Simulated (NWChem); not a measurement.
# USPZ81/MINI run of C2H2BN (SMILES B[C]C#N), part 1 of 2

What is the energy difference between two shapes of C2H2BN at USPZ81/MINI? 

The results are computed with NWChem 7.3.0.

4 further runs of the same task are left out: 1 that didn't finish, 3 set aside as unsound or not needed.

### 1 Starting point

C2H2BN: 6 atoms, total charge 0, spin state triplet. SMILES: `B[C]C#N`. The shape is that of a GFN2-xTB optimisation.

Bond lengths: B1–C2 1.467 Å, C2–C3 1.297 Å, C3–N4 1.187 Å, B1–H5 1.172 Å, B1–H6 1.173 Å. Angles: B1–C2–C3 179.7°, C2–C3–N4 179.9°, C2–B1–H5 120.4°, C2–B1–H6 120.3°, H5–B1–H6 119.3°.

### 2 The charge distribution at USPZ81/MINI

Input file test.xyz:

```xyz
6
C2H2BN SPZ81
B     -0.573930     0.997560    -0.188130
C      0.149480    -0.256980     0.044000
C      0.788000    -1.365760     0.256030
N      1.370220    -2.382130     0.449290
H     -0.992760     1.252310    -1.252840
H     -0.741000     1.755000     0.691650
```

Input file test.nw:

```
echo
start test
title "C2H2BN SPZ81"
memory stack 880 mb heap 220 mb global 1100 mb
geometry noautoz
load test.xyz
end
basis spherical bse
* library MINI
end
dft
xc slater perdew81
mult 3
grid coarse
convergence energy 1e-08
iterations 200
mulliken
end
property
octupole
efield
dipole
moldenfile
molden_norm janpa
end
task dft property
```

Started as:

```sh
$ nwchem test.nw > test.out
```

The log of the run:

```text
============================== echo of input deck ==============================
echo
start test
title "C2H2BN SPZ81"
memory stack 880 mb heap 220 mb global 1100 mb
geometry noautoz
load test.xyz
end
basis spherical bse
* library MINI
end
dft
xc slater perdew81
mult 3
grid coarse
convergence energy 1e-08
iterations 200
mulliken
end
property
octupole
efield
dipole
moldenfile
molden_norm janpa
end
task dft property
================================================================================

             Northwest Computational Chemistry Package (NWChem) 7.3.0
             --------------------------------------------------------

           Job information
           ---------------

    nwchem branch   = 7.3.0
    use scalapack   = T
    input           = test.nw
    prefix          = test.
    data base       = ./test.db
    status          = startup
    nproc           =        1

           Memory information
           ------------------

    heap     =     28835836 doubles =      220.0 Mbytes
    stack    =    115343361 doubles =      880.0 Mbytes
    global   =    144179200 doubles =     1100.0 Mbytes (distinct from heap & stack)
    total    =    288358397 doubles =     2200.0 Mbytes
    verify   = yes
    hardfail = no

           Directory information
           ---------------------

  0 permanent = .
  0 scratch   = .

                                NWChem Input Module
                                -------------------

                                   C2H2BN SPZ81
                                   ------------

 Scaling coordinates for geometry "geometry" by  1.889725989
 (inverse scale =  0.529177249)

 C1  symmetry detected

                             Geometry "geometry" -> ""
                             -------------------------

 Output coordinates in angstroms (scale by  1.889725989 to convert to a.u.)

  No.       Tag          Charge          X              Y              Z
 ---- ---------------- ---------- -------------- -------------- --------------
    1 B                    5.0000     0.00122405    -1.99432756    -0.00072934
    2 C                    6.0000    -0.00301482    -0.52768053     0.00161323
    3 C                    6.0000    -0.00026823     0.76925818     0.00138939
    4 N                    7.0000     0.00081722     1.95641003    -0.00122191
    5 H                    1.0000    -1.00813113    -2.59024757    -0.00296127
    6 H                    1.0000     1.01598865    -2.58245075    -0.00285437

      Atomic Mass
      -----------

      B                 11.009310
      C                 12.000000
      N                 14.003070
      H                  1.007825

 Effective nuclear repulsion energy (a.u.)      74.5604149502

            Nuclear Dipole moment (a.u.)
            ----------------------------
        X                 Y               Z
 ---------------- ---------------- ----------------
     0.0000000000     0.0000000000     0.0000000000

            XYZ format geometry
            -------------------
     6
 geometry
 B                     0.00122405    -1.99432756    -0.00072934
 C                    -0.00301482    -0.52768053     0.00161323
 C                    -0.00026823     0.76925818     0.00138939
 N                     0.00081722     1.95641003    -0.00122191
 H                    -1.00813113    -2.59024757    -0.00296127
 H                     1.01598865    -2.58245075    -0.00285437

 ==============================================================================
                                internuclear distances
 ------------------------------------------------------------------------------
       center one      |      center two      | atomic units |  angstroms
 ------------------------------------------------------------------------------
    2 C                |   1 B                |     2.77158  |     1.46666
    3 C                |   2 C                |     2.45086  |     1.29694
    4 N                |   3 C                |     2.24340  |     1.18716
    5 H                |   1 B                |     2.21503  |     1.17214
    6 H                |   1 B                |     2.21642  |     1.17288
 ------------------------------------------------------------------------------
                         number of included internuclear distances:          5
 ==============================================================================

 ==============================================================================
                                 internuclear angles
 ------------------------------------------------------------------------------
        center 1       |       center 2       |       center 3       |  degrees
 ------------------------------------------------------------------------------
    2 C                |   1 B                |   5 H                |   120.39
    2 C                |   1 B                |   6 H                |   120.26
    5 H                |   1 B                |   6 H                |   119.35
    1 B                |   2 C                |   3 C                |   179.70
    2 C                |   3 C                |   4 N                |   179.86
 ------------------------------------------------------------------------------
                            number of included internuclear angles:          5
 ==============================================================================

[... 12 lines left out ...]
  convergence criterion.
[... 44 lines left out ...]
          Convergence on energy requested:  1.00D-08
          Convergence on density requested:  1.00D-05
          Convergence on gradient requested:  5.00D-04
[... 19 lines left out ...]
          Spatial weights used:  Erf1
[... 1 line left out ...]
          Convergence Information
[... 1 line left out ...]
          Convergence aids based upon iterative change in
          total energy or number of iterations.
[... 69 lines left out ...]
   convergence    iter        energy       DeltaE   RMS-Dens  Diis-err    time
[... 13 lines left out ...]
         Total DFT energy =     -154.119193578372
      One electron energy =     -351.896466843576
           Coulomb energy =      143.628266322660
    Exchange-Corr. energy =      -20.411408007700
 Nuclear repulsion energy =       74.560414950244
[... 5 lines left out ...]
                    DFT Final Alpha Molecular Orbital Analysis
[... 169 lines left out ...]
                     DFT Final Beta Molecular Orbital Analysis
[... 180 lines left out ...]
     --------------------------------------------
      Spin Density - Mulliken Population Analysis
     --------------------------------------------

    Atom       Charge   Shell Charges
 -----------   ------   -------------------------------------------------------
    1 B    5     0.17  -0.00 -0.01  0.18
    2 C    6     1.20   0.00  0.06  1.15
    3 C    6    -0.21  -0.00 -0.04 -0.17
    4 N    7     0.74   0.00  0.01  0.73
    5 H    1     0.04   0.04
    6 H    1     0.04   0.04

     -------------------------------------------
      Total Density - Lowdin Population Analysis
     -------------------------------------------

    Atom       Charge   Shell Charges
 -----------   ------   -------------------------------------------------------
    1 B    5     5.14   1.99  0.88  2.27
    2 C    6     5.99   1.99  1.02  2.99
    3 C    6     6.00   1.99  0.88  3.13
    4 N    7     7.02   2.00  1.62  3.41
    5 H    1     0.92   0.92
    6 H    1     0.92   0.92

     ------------------------------------------
      Spin Density - Lowdin Population Analysis
     ------------------------------------------

    Atom       Charge   Shell Charges
 -----------   ------   -------------------------------------------------------
    1 B    5     0.21  -0.00 -0.00  0.21
    2 C    6     1.13   0.00  0.03  1.10
    3 C    6    -0.15  -0.00 -0.02 -0.13
    4 N    7     0.73   0.00  0.01  0.72
    5 H    1     0.04   0.04
    6 H    1     0.04   0.04

   alpha - beta orbital overlaps
   -----------------------------

   alpha      1      2      3      4      5      6      7      8      9     10
    beta      1      2      3      4      5      6      7      8     10      9
 overlap   1.000  1.000  1.000  1.000  1.000  0.998  0.998  0.998  0.997  0.997

   alpha     11     12     13     14     15     16     17     18     19     20
    beta     11     12     13     14     15     16     17     18     19     20
 overlap   0.996  1.000  0.994  0.995  0.994  0.997  0.997  0.999  1.000  0.999

   alpha     21     22
    beta     21     22
 overlap   1.000  1.000

     --------------------------
     Expectation value of S2:
     --------------------------
      <S2> =      2.0100 (Exact =     2.0000)

 center of mass
 --------------
 x =  -0.00024287 y =   0.11574077 z =   0.00018629

 moments of inertia (a.u.)
 ------------------
         432.525051929191          -0.000000000000           0.000000000000
          -0.000000000000           7.373619145358          -0.000000000000
           0.000000000000          -0.000000000000         439.897973204463

     Multipole analysis of the density
     ---------------------------------

     L   x y z        total         alpha         beta         nuclear
     -   - - -        -----         -----         ----         -------
     0   0 0 0     -0.000000    -14.000000    -12.000000     26.000000

     1   1 0 0      0.000003      0.002963     -0.002960      0.000000
[... 8 lines of this table left out ...]
     2   0 0 2    -19.829590    -11.329531     -8.500264      0.000204

          -------------
          Dipole Moment
          -------------

 Center of charge (in au) is the expansion point
         X =       0.0000000 Y =       0.0000000 Z =       0.0000000

   Dipole moment        0.5192285158 A.U.
             DMX        0.0000029713 DMXEFC        0.0000000000
             DMY       -0.5192262698 DMYEFC        0.0000000000
             DMZ        0.0015272171 DMZEFC        0.0000000000
   -EFC- dipole         0.0000000000 A.U.
   Total dipole         0.5192285158 A.U.

   Dipole moment        1.3197572215 Debye(s)
             DMX        0.0000075524 DMXEFC        0.0000000000
             DMY       -1.3197515126 DMYEFC        0.0000000000
             DMZ        0.0038818279 DMZEFC        0.0000000000
   -EFC- dipole         0.0000000000 DEBYE(S)
   Total dipole         1.3197572215 DEBYE(S)

 1 a.u. = 2.541766 Debyes

          ---------------
          Octupole Moment
          ---------------

 Center of charge (in au) is the expansion point
         X =       0.0000000 Y =       0.0000000 Z =       0.0000000

   Third moments in atomic units

   Component  Electronic+nuclear     Point charges             Total
  --------------------------------------------------------------------------
      XXX          -0.0054849379          0.0000000000         -0.0054849379
      YYY          28.3135048229          0.0000000000         28.3135048229
      ZZZ           0.0056755062          0.0000000000          0.0056755062
[... 6 lines of this table left out ...]
      XYZ           0.0001661699          0.0000000000          0.0001661699

   Third moments in 10**(-34) esu*cm**3

   Component  Electronic+nuclear     Point charges             Total
  --------------------------------------------------------------------------
      XXX          -0.0039035645          0.0000000000         -0.0039035645
      YYY          20.1503816204          0.0000000000         20.1503816204
      ZZZ           0.0040391896          0.0000000000          0.0040391896
[... 6 lines of this table left out ...]
      XYZ           0.0001182611          0.0000000000          0.0001182611

   Octupole moments in atomic units

   Component  Electronic+nuclear     Point charges             Total
  --------------------------------------------------------------------------
      XXX           0.0196949292          0.0000000000          0.0196949292
      YYY          -8.3472953338          0.0000000000         -8.3472953338
      ZZZ          -0.0733123371          0.0000000000         -0.0733123371
[... 6 lines of this table left out ...]
      XYZ           0.0004154248          0.0000000000          0.0004154248

   Octupole moments in 10**(-34) esu*cm**3

   Component  Electronic+nuclear     Point charges             Total
  --------------------------------------------------------------------------
      XXX           0.0140166448          0.0000000000          0.0140166448
      YYY          -5.9406699215          0.0000000000         -5.9406699215
      ZZZ          -0.0521755106          0.0000000000         -0.0521755106
[... 6 lines of this table left out ...]
      XYZ           0.0002956528          0.0000000000          0.0002956528

 1 a.u. = 0.711688 10**(-34) esu*cm**3
 scftyp:UHF
 theory:dft

          --------------
          Electric field
          --------------

 1 a.u. = 0.171524 10**(-8) dyn/esu

   Atom       X         Y         Z                        Electric field (a.u.)
                                              X              Y              Z           Field
  ------------------------------------------------------------------------------------------------
    1 B    0.00231  -3.76873  -0.00138       0.000159      -0.015945      -0.000100       0.015946
    2 C   -0.00570  -0.99717   0.00305      -0.000139      -0.061605      -0.000027       0.061606
    3 C   -0.00051   1.45369   0.00263       0.000058      -0.055575       0.000200       0.055575
    4 N    0.00154   3.69708  -0.00231       0.000224       0.225267      -0.000540       0.225267
    5 H   -1.90509  -4.89486  -0.00560      -0.147728      -0.089738      -0.000283       0.172848
    6 H    1.91994  -4.88012  -0.00539       0.147894      -0.088257      -0.000266       0.172227
 MOLDEN output will be written to the file ./test.molden
  do_norm_janpa  T
  do_norm_nwchem  F
  molden scftype: UHF                  spinref:                     2

 Task  times  cpu:        1.1s     wall:        1.1s
 Total times  cpu:        1.2s     wall:        1.2s
```

It took 1.7 s on 1 thread of INTEL XEON PLATINUM 8581C at 2.10GHz (Emerald Rapids), shared host; peak memory 0.11 GiB.

Atomic charges (e):

```
atom  Mulliken  Löwdin
  B1    -0.090  -0.140
  C2    -0.130  +0.010
  C3    +0.080  +0.000
  N4    -0.130  -0.020
  H5    +0.130  +0.080
  H6    +0.130  +0.080
```

(Continued in part 2 of 2.)
